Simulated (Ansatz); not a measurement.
Runs of Ansatz 0.2.0 on BiS. The structure is cubic, space group Pm-3m (No. 221). The conventional cell has a = 4.003 Å, b = 4.003 Å, c = 4.003 Å, α = 90.00°, β = 90.00°, γ = 90.00°. Bi (site symmetry m-3m) has 8 S at 3.47 Å as nearest neighbours. S (site symmetry m-3m) is surrounded by 8 Bi at 3.47 Å. The cell was built by a generator and needn't be a form met in nature.

```csv
task,level,spin,cell,k mesh,points for each segment of the path,atoms under strain,gap on the mesh (eV),pressure (GPa)
band structure,revPBE,off,as given,7 × 7 × 7,14,-,none,-10.0
band structure,RPBE,off,as given,7 × 7 × 7,14,-,none,-9.7
elastic constants,PBE,off,as given,5 × 5 × 5,-,relaxed,none,-10.8
relaxation of cell and atoms,RPBE,off,relaxed,7 × 7 × 7,-,-,none,0.0
band structure,PBEsol,"SOC, no magnetisation",as given,5 × 5 × 5,14,-,none,(a)
```

Alike in all rows: potentials or basis Ansatz PAW; cutoff (eV) 420; smearing fermi-dirac 0.05 eV.

Q: Estimate the missing entries.

A: (a) -11.0.

Caveats: spin-orbit coupling is left out, which moves the levels of the heavy elements (some runs); the PAW data sets come from PBE, with cores solved anew for the run's functional, which leaves a small shift of forces and pressure (some runs); the cell is more than 3 GPa from zero pressure, which shifts response properties (some runs); the elastic tensor has a negative eigenvalue, so either the cell is unstable as it stands or the mesh is too thin (some runs); the plane-wave basis is chosen anew once the cell has moved, so the energies of steps on either side of that aren't comparable (some runs).

A k mesh can miss the band edges, and rows without SOC leave out spin-orbit coupling on Bi.

A gap of «none» marks a metal or a gap under the smearing width.
